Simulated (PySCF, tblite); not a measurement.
**C6H9B: a rotation path, then NMR shifts on frames**

How do NMR shifts of C6H9B (`BC(=C)C(=C)C=C`) change as the atoms move?

Programs: tblite 0.8.0 and PySCF 2.14.0, with density-fitted response routines of our own. Each step states its level of theory. These are calculated values for one molecule in the gas phase, unless marked as measured. Atoms are numbered from 0 throughout.

## Step 1: The molecule as given

16 atoms, charge 0, multiplicity 1; geometry from: GFN2-xTB.

Bonds of the start (Å): B0–C1 1.55, C1–C2 1.34, C1–C3 1.48, C3–C4 1.34, C3–C5 1.46, C5–C6 1.33, B0–H7 1.17, B0–H8 1.17, C2–H9 1.08, C2–H10 1.08, C4–H11 1.08, C4–H12 1.08, C5–H13 1.08, C6–H14 1.08, C6–H15 1.08.

## Step 2: The rotation path with GFN2-xTB

What the job is given:

```
{"job": {"kind": "neb", "xc": "GFN2-xTB", "basis": "xTB", "atoms": [0, 1, 3, 5], "turn": 180}, "charge": 0, "multiplicity": 1}
B     -0.679126     1.443490     1.021430
C     -0.868963     0.130744     0.214536
C     -2.060657    -0.246803    -0.263641
C      0.304204    -0.747816    -0.003990
C      0.265530    -2.055121     0.266956
C      1.521477    -0.127199    -0.511169
C      1.647310     1.161924    -0.801102
H     -1.400062     2.347484     0.842425
H      0.143366     1.506017     1.850915
H     -2.943221     0.353088    -0.113330
H     -2.200005    -1.173166    -0.801682
H      1.124922    -2.689116     0.121745
H     -0.617778    -2.526476     0.662946
H      2.358097    -0.798806    -0.659387
H      2.570068     1.578088    -1.168595
H      0.827240     1.852613    -0.669468
```

Level: GFN2-xTB climbing-image nudged elastic band, gas phase.

Launch:

```sh
$ OMP_NUM_THREADS=1 python probes_run.py task.json out
```

The driver reads the jobs from task.json and runs them one after another.

Standard output:

```text
image   E - E0 / eV
  0      -0.0000
  1       0.0483
  2       0.1126
  3       0.2796
  4       0.1942
  5       0.0208
  6       0.0296
  7       0.0467
  8       0.0388
```

Run time: 7.4 s. Hardware: 1 thread of Intel Xeon Platinum 8488C, shared host; peak memory 0.19 GiB.

The final band, with the dihedral B0–C1–C3–C5:

```
image  dihedral (°)  energy (eV)  energy (kcal/mol)
    0           -50        0.000                0.0
    1           -23        0.048                1.1
    2             7        0.113                2.6
    3            27        0.280                6.4
    4            36        0.194                4.5
    5            53        0.021                0.5
    6            77        0.030                0.7
    7            99        0.047                1.1
    8           123        0.039                0.9
```

## Step 3: Shielding tensors: image 0, PBE0/pcSseg-1

What the job is given:

```
{"job": {"kind": "nmr", "xc": "PBE0", "basis": "pcSseg-1", "pop": false}, "charge": 0, "multiplicity": 1}
B     -0.679100     1.443500     1.021400
C     -0.869000     0.130700     0.214500
C     -2.060700    -0.246800    -0.263600
C      0.304200    -0.747800    -0.004000
C      0.265500    -2.055100     0.267000
C      1.521500    -0.127200    -0.511200
C      1.647300     1.161900    -0.801100
H     -1.400100     2.347500     0.842400
H      0.143400     1.506000     1.850900
H     -2.943200     0.353100    -0.113300
H     -2.200000    -1.173200    -0.801700
H      1.124900    -2.689100     0.121700
H     -0.617800    -2.526500     0.662900
H      2.358100    -0.798800    -0.659400
H      2.570100     1.578100    -1.168600
H      0.827200     1.852600    -0.669500
```

Level: GIAO PBE0/pcSseg-1 NMR shielding, non-relativistic, gas phase.

Standard output:

```text
coarse grid: 13184 points
cycle   1  E = -258.3704526569  dE =  7.664e-01  |g| = 3.584e-01  |ddm| = 3.618e+00
cycle   2  E = -258.3759439411  dE = -5.491e-03  |g| = 3.419e-01  |ddm| = 7.543e-01
cycle   3  E = -258.4073166017  dE = -3.137e-02  |g| = 7.343e-02  |ddm| = 4.108e-01
cycle   4  E = -258.4083677396  dE = -1.051e-03  |g| = 3.553e-02  |ddm| = 8.911e-02
cycle   5  E = -258.4086748074  dE = -3.071e-04  |g| = 7.555e-03  |ddm| = 3.393e-02
cycle   6  E = -258.4086906071  dE = -1.580e-05  |g| = 2.207e-03  |ddm| = 9.123e-03
cycle   7  E = -258.4086917849  dE = -1.178e-06  |g| = 7.780e-04  |ddm| = 2.544e-03
final grid: 126808 points
cycle   8  E = -258.4502640489  dE = -3.975e-05  |g| = 7.405e-03  |ddm| = 3.715e-02
cycle   9  E = -258.4502623760  dE =  1.673e-06  |g| = 7.829e-03  |ddm| = 1.582e-02
cycle  10  E = -258.4502790473  dE = -1.667e-05  |g| = 1.585e-03  |ddm| = 9.057e-03
cycle  11  E = -258.4502796677  dE = -6.204e-07  |g| = 2.809e-04  |ddm| = 1.460e-03
cycle  12  E = -258.4502796856  dE = -1.790e-08  |g| = 1.098e-04  |ddm| = 3.395e-04
cycle  13  E = -258.4502796888  dE = -3.241e-09  |g| = 3.962e-05  |ddm| = 1.385e-04
cycle  14  E = -258.4502796892  dE = -3.864e-10  |g| = 8.453e-06  |ddm| = 3.528e-05
converged SCF energy = -258.4502796892

GIAO shielding tensors (ppm)
atom      isotropic    diamagn.    paramagn.     s11        s22        s33       span
  0 B       27.259     193.489    -166.231    -25.142    -19.641    126.560    151.702
  1 C       22.645     258.702    -236.056    -90.456     -8.619    167.012    257.468
  2 C       39.829     254.025    -214.196    -64.057     28.280    155.264    219.322
  3 C       22.609     258.565    -235.956    -87.274     11.564    143.536    230.810
  4 C       64.389     253.091    -188.702    -23.461     67.155    149.473    172.934
  5 C       38.507     252.992    -214.485    -74.914     42.922    147.514    222.429
  6 C       65.721     257.882    -192.161    -39.623     73.863    162.924    202.547
  7 H       24.485      30.765      -6.280     18.616     26.480     28.359      9.744
  8 H       24.627      30.551      -5.924     17.985     26.309     29.587     11.602
  9 H       25.526      30.695      -5.169     22.995     25.330     28.254      5.259
 10 H       25.047      32.267      -7.221     20.691     25.400     29.049      8.358
 11 H       26.384      31.227      -4.843     24.465     25.307     29.381      4.916
 12 H       26.239      32.058      -5.819     23.561     25.263     29.893      6.332
 13 H       24.877      31.826      -6.949     22.727     23.805     28.099      5.371
 14 H       26.331      29.018      -2.687     24.699     25.156     29.138      4.439
 15 H       27.482      33.441      -5.959     25.052     26.405     30.988      5.936
```

Wall time 20 s (1 thread of Intel Xeon Platinum 8488C, shared host); peak memory 0.76 GiB.

The references, computed at this level on geometries of the same kind, shield at (ppm): 1H TMS 31.72, 13C TMS 186.9, 11B BF3·OEt2 100.1. Their shielding less the atom's gives the shift. The references are single molecules in the gas phase. Each atom is listed at this fixed geometry, with no averaging over motion; a spectrum would average atoms that exchange fast.

```
atoms                         environment  σ (ppm)  δ (ppm)
   C3     fully substituted alkene carbon     22.6    164.3
   C1     fully substituted alkene carbon     22.6    164.3
   C5                           alkene CH     38.5    148.4
   C2                terminal =CH2 carbon     39.8    147.1
   C4                terminal =CH2 carbon     64.4    122.5
   C6                terminal =CH2 carbon     65.7    121.2
   H7     hydrogen on a boron bonded to C    24.48     7.23
   H8     hydrogen on a boron bonded to C    24.63     7.09
  H13            hydrogen on an alkene CH    24.88     6.84
  H10  hydrogen on a terminal =CH2 carbon    25.05     6.67
   H9  hydrogen on a terminal =CH2 carbon    25.53     6.19
  H12  hydrogen on a terminal =CH2 carbon    26.24     5.48
  H14  hydrogen on a terminal =CH2 carbon    26.33     5.39
  H11  hydrogen on a terminal =CH2 carbon    26.38     5.33
  H15  hydrogen on a terminal =CH2 carbon    27.48     4.24
   B0              boron bonded to C, 2 H     27.3     72.8
```

## Step 4: Shielding tensors: image 1, PBE0/pcSseg-1

What the job is given:

```
{"job": {"kind": "nmr", "xc": "PBE0", "basis": "pcSseg-1", "pop": false}, "charge": 0, "multiplicity": 1}
B     -0.619700     1.583600     0.644400
C     -0.870300     0.107300     0.192200
C     -2.119300    -0.358800     0.094500
C      0.287700    -0.771200    -0.083000
C      0.235200    -2.107700    -0.030600
C      1.553800    -0.123600    -0.409900
C      1.717200     1.183600    -0.551500
H     -1.205000     2.453900     0.119300
H     -0.057600     1.791900     1.651000
H     -2.964700     0.273000     0.310900
H     -2.353100    -1.376300    -0.174500
H      1.102200    -2.710800    -0.244000
H     -0.660600    -2.644100     0.226000
H      2.397100    -0.790300    -0.541600
H      2.670900     1.633600    -0.768800
H      0.878600     1.864700    -0.445900
```

Level: GIAO PBE0/pcSseg-1 NMR shielding, non-relativistic, gas phase.

Standard output:

```text
coarse grid: 13184 points
cycle   1  E = -258.3631825517  dE =  8.127e-01  |g| = 3.589e-01  |ddm| = 3.667e+00
cycle   2  E = -258.3709089516  dE = -7.726e-03  |g| = 3.303e-01  |ddm| = 7.892e-01
cycle   3  E = -258.4004889008  dE = -2.958e-02  |g| = 5.261e-02  |ddm| = 4.165e-01
cycle   4  E = -258.4009218321  dE = -4.329e-04  |g| = 3.536e-02  |ddm| = 8.043e-02
cycle   5  E = -258.4012331617  dE = -3.113e-04  |g| = 7.507e-03  |ddm| = 3.418e-02
cycle   6  E = -258.4012488914  dE = -1.573e-05  |g| = 1.445e-03  |ddm| = 8.360e-03
cycle   7  E = -258.4012494054  dE = -5.140e-07  |g| = 4.164e-04  |ddm| = 1.949e-03
final grid: 126808 points
cycle   8  E = -258.4431526125  dE = -3.972e-05  |g| = 7.438e-03  |ddm| = 3.839e-02
cycle   9  E = -258.4431519215  dE =  6.911e-07  |g| = 7.628e-03  |ddm| = 1.643e-02
cycle  10  E = -258.4431676861  dE = -1.576e-05  |g| = 1.633e-03  |ddm| = 9.413e-03
cycle  11  E = -258.4431683377  dE = -6.516e-07  |g| = 2.629e-04  |ddm| = 1.571e-03
cycle  12  E = -258.4431683549  dE = -1.721e-08  |g| = 7.151e-05  |ddm| = 3.022e-04
cycle  13  E = -258.4431683563  dE = -1.347e-09  |g| = 2.821e-05  |ddm| = 1.078e-04
cycle  14  E = -258.4431683565  dE = -1.949e-10  |g| = 9.541e-06  |ddm| = 3.063e-05
converged SCF energy = -258.4431683565

GIAO shielding tensors (ppm)
atom      isotropic    diamagn.    paramagn.     s11        s22        s33       span
  0 B       34.473     192.819    -158.347    -21.319     -6.218    130.955    152.274
  1 C       29.169     257.758    -228.589    -87.400     11.137    163.770    251.170
  2 C       64.050     253.731    -189.681    -42.314     56.533    177.930    220.245
  3 C       27.845     257.228    -229.383    -77.626     24.199    136.961    214.587
  4 C       65.171     253.972    -188.801    -30.290     66.071    159.732    190.022
  5 C       36.803     254.292    -217.489    -76.075     43.105    143.379    219.454
  6 C       68.982     259.178    -190.197    -38.608     91.971    153.584    192.192
  7 H       24.406      30.305      -5.898     18.512     25.994     28.714     10.202
  8 H       24.611      30.345      -5.735     18.335     25.859     29.638     11.303
  9 H       26.255      30.367      -4.112     23.975     25.424     29.366      5.391
 10 H       25.305      32.746      -7.441     21.509     25.649     28.757      7.248
 11 H       26.259      31.068      -4.809     23.880     25.310     29.588      5.708
 12 H       25.756      32.593      -6.837     23.382     24.665     29.221      5.839
 13 H       24.963      31.789      -6.827     22.830     23.714     28.344      5.514
 14 H       26.303      29.147      -2.844     24.368     25.103     29.439      5.071
 15 H       29.065      33.612      -4.548     26.556     28.694     31.944      5.388
```

Wall time 19 s (1 thread of Intel Xeon Platinum 8488C, shared host); peak memory 0.77 GiB.

This run: δ C3 159.1, C1 157.8, C5 150.1, C2 122.9, H7 7.31, H8 7.11 ppm.

[end of part 1 of 2]
